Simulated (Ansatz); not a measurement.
# ClFHOSn radical: small, medium and large basis sets

The task here is to estimate one member of a computed series from the others.

Program: Ansatz 0.2.0, Gaussian basis. Level of theory: one geometry, several basis sets. These are calculated values, not measurements.

The runs, in order: PBE0-D4/def2-SVP; ωB97M-V/def2-SVP; PBE0-D4/def2-QZVPP; ωB97M-V/def2-QZVPP; the functionals' def2-TZVPP values are taken from earlier runs.

### Structure used throughout

All runs share one geometry, relaxed beforehand with PBE0-D4 in a triple-zeta def2 set. Sn takes the def2 core potential; no spin-orbit term is included.

SMILES `[OH][Sn]([F])[Cl]`, 5 atoms, charge 0, spin multiplicity 2.

Atoms are counted from 1 here; the program's logs count them from 0.

Bond lengths: O1–Sn2 1.960 Å, O1–H5 0.964 Å, Sn2–F3 1.926 Å, Sn2–Cl4 2.329 Å. Angles: Sn2–O1–H5 111.5°, O1–Sn2–F3 103.3°, O1–Sn2–Cl4 107.8°, F3–Sn2–Cl4 107.8°.

Geometry (Å):

```xyz
5
ClFHOSn
O    -0.6005    0.5037   -1.1795
Sn    0.3628   -0.7170    0.0133
F     1.5380    0.4545    0.9908
Cl   -1.1775   -1.5983    1.5218
H    -0.0729    1.2834   -1.3878
```

Set-up of the first run:

File in.yaml:

```yaml
crystal:
  periodic: [false, false, false]
  atoms:
    - {symbol: O, position_ang: [-0.600488, 0.503650, -1.179476]}
    - {symbol: Sn, position_ang: [0.362751, -0.717029, 0.013264]}
    - {symbol: F, position_ang: [1.538036, 0.454527, 0.990770]}
    - {symbol: Cl, position_ang: [-1.177454, -1.598338, 1.521811]}
    - {symbol: H, position_ang: [-0.072945, 1.283391, -1.387768]}
basis:
  gaussian: {orbitals: def2-SVP}
magnetization: {spin_polarized: true, initial_magnetization: 1}
hamiltonian: {xc: pbe0, dispersion: d4}
output: {orbitals: {seedname: orbitals}}
```

On the command line:

```
$ ansatz run in.yaml --threads 4 --pin off --events-out ev --progress --plain --max-ram 10444MiB
```

Steps of the session up to this table: PBE0-D4 in def2-SVP; ωB97M-V in def2-SVP; PBE0-D4 in def2-QZVPP; ωB97M-V in def2-QZVPP.

One of the session's tables, all rows but one given; the rest of the session is left out.

It belongs to the step «Functionals by basis». 

```
functional       basis  HOMO (eV)  LUMO (eV)
   PBE0-D4    def2-SVP      -7.53      -4.63
   PBE0-D4  def2-TZVPP      -7.73      -4.80
   PBE0-D4  def2-QZVPP          ?          ?
   ωB97M-V    def2-SVP      -9.56      -2.76
   ωB97M-V  def2-TZVPP      -9.80      -3.00
   ωB97M-V  def2-QZVPP      -9.84      -3.07
```

Q: Estimate the row for PBE0-D4, def2-QZVPP from the others.

As computed: HOMO (eV): -7.75; LUMO (eV): -4.83. In the column «HOMO (eV)» it lies between ωB97M-V, def2-SVP (-9.56) and PBE0-D4, def2-TZVPP (-7.73).
